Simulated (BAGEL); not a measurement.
# BSiH2Cl2 (SMILES [SiH2]B(Cl)Cl): ROHF/cc-pVDZ (density fitting with qzvpp-jkfit)

What is the vertical doublet–quartet gap of BSiH2Cl2 at ROHF/cc-pVDZ (density fitting with qzvpp-jkfit)? 

The results are computed with BAGEL 1.2.2.

### Step 1. Starting point

BSiH2Cl2 has 6 atoms, charge 0, and is taken as a doublet. As SMILES, `[SiH2]B(Cl)Cl`. The coordinates come from a GFN2-xTB relaxation.

Bond lengths: Si1–B2 1.896 Å, B2–Cl3 1.758 Å, B2–Cl4 1.762 Å, Si1–H5 1.460 Å, Si1–H6 1.460 Å. Angles: Si1–B2–Cl3 121.8°, Si1–B2–Cl4 121.2°, Cl3–B2–Cl4 117.0°, B2–Si1–H5 125.4°, B2–Si1–H6 125.8°, H5–Si1–H6 108.8°.

### Step 2. A single-point energy at ROHF/cc-pVDZ (density fitting with qzvpp-jkfit)

Contents of hf.json:

```json
{ "bagel" : [

{
  "title" : "molecule",
  "basis" : "cc-pvdz.json",
  "df_basis" : "qzvpp-jkfit",
  "angstrom" : true,
  "geometry" : [
    { "atom" : "Si", "xyz" : [      -0.277600,       0.899120,      -0.240490 ] },
    { "atom" : "B", "xyz" : [       0.260960,      -0.855210,       0.234790 ] },
    { "atom" : "Cl", "xyz" : [       0.075530,      -1.470010,       1.870910 ] },
    { "atom" : "Cl", "xyz" : [       0.980940,      -1.942080,      -0.950460 ] },
    { "atom" : "H", "xyz" : [      -0.162710,       1.486720,      -1.572240 ] },
    { "atom" : "H", "xyz" : [      -0.877120,       1.881470,       0.657500 ] }
  ]
},

{ "title" : "rohf", "nopen" : 1 },

{ "title" : "print", "file" : "orbitals.molden", "orbitals" : true }

]}
```

The basis set cc-pVDZ is read from a file made from the Basis Set Exchange's data (not shown).

Launch:

```console
$ BAGEL_NUM_THREADS=1 BAGEL hf.json > hf.out
```

What it wrote:

```text
* using 1 threads per process

  ===============================================================
  ===============================================================

  *** Geometry ***

  { "atom" : "Si", "xyz" : [     -0.524588,      1.699091,     -0.454460 ] },
  { "atom" : "B", "xyz" : [      0.493143,     -1.616113,      0.443689 ] },
  { "atom" : "Cl", "xyz" : [      0.142731,     -2.777916,      3.535508 ] },
  { "atom" : "Cl", "xyz" : [      1.853708,     -3.669999,     -1.796109 ] },
  { "atom" : "H", "xyz" : [     -0.307477,      2.809494,     -2.971103 ] },
  { "atom" : "H", "xyz" : [     -1.657517,      3.555463,      1.242495 ] },

  Number of auxiliary basis functions:      495

  Since a DF basis is specified, we compute 2- and 3-index integrals:
    o Being stored without compression. Storage requirement is 0.024 GB

  Number of basis functions:       78
  Number of electrons      :       55

    * METHOD: MOLECULE                             0.23

  *** Open-shell HF ***

  === Nuclear Repulsion ===
   221.5756992508

      * DIIS with orbital gradients will be used.

  === ROHF iteration (cc-pvdz.json) ===
      0      -1233.75952745          0.01282039           0.14
      1      -1233.81590223          0.00466130           0.14
      2      -1233.82125237          0.00147402           0.14
      3      -1233.82192787          0.00072912           0.13
      4      -1233.82205899          0.00016521           0.14
      5      -1233.82207355          0.00007025           0.14
      6      -1233.82207954          0.00002820           0.14
      7      -1233.82208053          0.00001337           0.14
      8      -1233.82208076          0.00000444           0.14
      9      -1233.82208078          0.00000097           0.14
     10      -1233.82208076          0.00000029           0.14
     11      -1233.82208076          0.00000013           0.14
     12      -1233.82208076          0.00000006           0.14
     13      -1233.82208076          0.00000003           0.14
     14      -1233.82208076          0.00000002           0.13
     15      -1233.82208076          0.00000001           0.13
    * SCF iteration converged.

    * S^2 (ROHF) is 0.7500

    * Permanent dipole moment:
           (    0.210581,    -0.666156,     0.168443) a.u.

    * METHOD: ROHF                                 2.34

    * METHOD: PRINT                                0.02

  ===============================================================
```

It took 2.7 s on 1 thread of Arm Neoverse V1, shared host; peak memory 0.12 GiB.

### Step 3. The quartet at the same level

Contents of input.json:

```json
{ "bagel" : [

{
  "title" : "molecule",
  "basis" : "cc-pvdz.json",
  "df_basis" : "qzvpp-jkfit",
  "angstrom" : "true",
  "geometry" : [
    { "atom" : "Si", "xyz" : [      -0.277600,       0.899120,      -0.240490 ] },
    { "atom" : "B", "xyz" : [       0.260960,      -0.855210,       0.234790 ] },
    { "atom" : "Cl", "xyz" : [       0.075530,      -1.470010,       1.870910 ] },
    { "atom" : "Cl", "xyz" : [       0.980940,      -1.942080,      -0.950460 ] },
    { "atom" : "H", "xyz" : [      -0.162710,       1.486720,      -1.572240 ] },
    { "atom" : "H", "xyz" : [      -0.877120,       1.881470,       0.657500 ] }
  ]
},

{ "title" : "rohf", "nopen" : 3 },

{ "title" : "print", "file" : "orbitals.molden", "orbitals" : "true" }

]}
```

The basis set cc-pVDZ is read from a file made from the Basis Set Exchange's data (not shown).

Launch:

```console
$ BAGEL_NUM_THREADS=1 BAGEL input.json > input.out
```

What it wrote:

```text
* using 1 threads per process

  ===============================================================
  ===============================================================

  *** Geometry ***

  { "atom" : "Si", "xyz" : [     -0.524588,      1.699091,     -0.454460 ] },
  { "atom" : "B", "xyz" : [      0.493143,     -1.616113,      0.443689 ] },
  { "atom" : "Cl", "xyz" : [      0.142731,     -2.777916,      3.535508 ] },
  { "atom" : "Cl", "xyz" : [      1.853708,     -3.669999,     -1.796109 ] },
  { "atom" : "H", "xyz" : [     -0.307477,      2.809494,     -2.971103 ] },
  { "atom" : "H", "xyz" : [     -1.657517,      3.555463,      1.242495 ] },

  Number of auxiliary basis functions:      495

  Since a DF basis is specified, we compute 2- and 3-index integrals:
    o Being stored without compression. Storage requirement is 0.024 GB

  Number of basis functions:       78
  Number of electrons      :       55

    * METHOD: MOLECULE                             0.23

  *** Open-shell HF ***

  === Nuclear Repulsion ===
   221.5756992508

      * DIIS with orbital gradients will be used.

  === ROHF iteration (cc-pvdz.json) ===
      0      -1233.53661744          0.01236402           0.14
      1      -1233.58664678          0.00478473           0.13
      2      -1233.59350251          0.00204097           0.13
      3      -1233.59551760          0.00114936           0.13
      4      -1233.59640855          0.00061491           0.14
      5      -1233.59688052          0.00029380           0.14
      6      -1233.59710554          0.00014484           0.13
      7      -1233.59715401          0.00006716           0.13
      8      -1233.59717966          0.00001479           0.13
      9      -1233.59719564          0.00000616           0.13
     10      -1233.59719652          0.00000383           0.13
     11      -1233.59719658          0.00000231           0.13
     12      -1233.59719672          0.00000171           0.13
     13      -1233.59719679          0.00000113           0.14
     14      -1233.59719683          0.00000064           0.13
     15      -1233.59719691          0.00000031           0.13
     16      -1233.59719694          0.00000014           0.14
     17      -1233.59719692          0.00000007           0.13
     18      -1233.59719691          0.00000003           0.13
     19      -1233.59719690          0.00000002           0.14
     20      -1233.59719690          0.00000001           0.14
    * SCF iteration converged.

    * S^2 (ROHF) is 3.7500

    * Permanent dipole moment:
           (    0.254329,    -0.812658,     0.212521) a.u.

    * METHOD: ROHF                                 2.96

    * METHOD: PRINT                                0.02

  ===============================================================
```

Run time: 3.6 s. Hardware: 1 thread of Arm Neoverse V1, shared host; peak memory 0.12 GiB.

### Step 4. Summary of results

At ROHF/cc-pVDZ (density fitting with qzvpp-jkfit):

| quantity | value |
| --- | --- |
| doublet: total energy | -1233.82208 Eh |
| doublet: dipole moment | 1.83 D |
| doublet: ⟨S²⟩ | 0.750 |
| quartet: total energy | -1233.59720 Eh |
| quartet: dipole moment | 2.23 D |
| quartet: ⟨S²⟩ | 3.750 |
| vertical energy of the quartet above the doublet | 6.119 eV |

In words: At this shape the quartet lies 6.12 eV (590 kJ/mol) above the doublet.
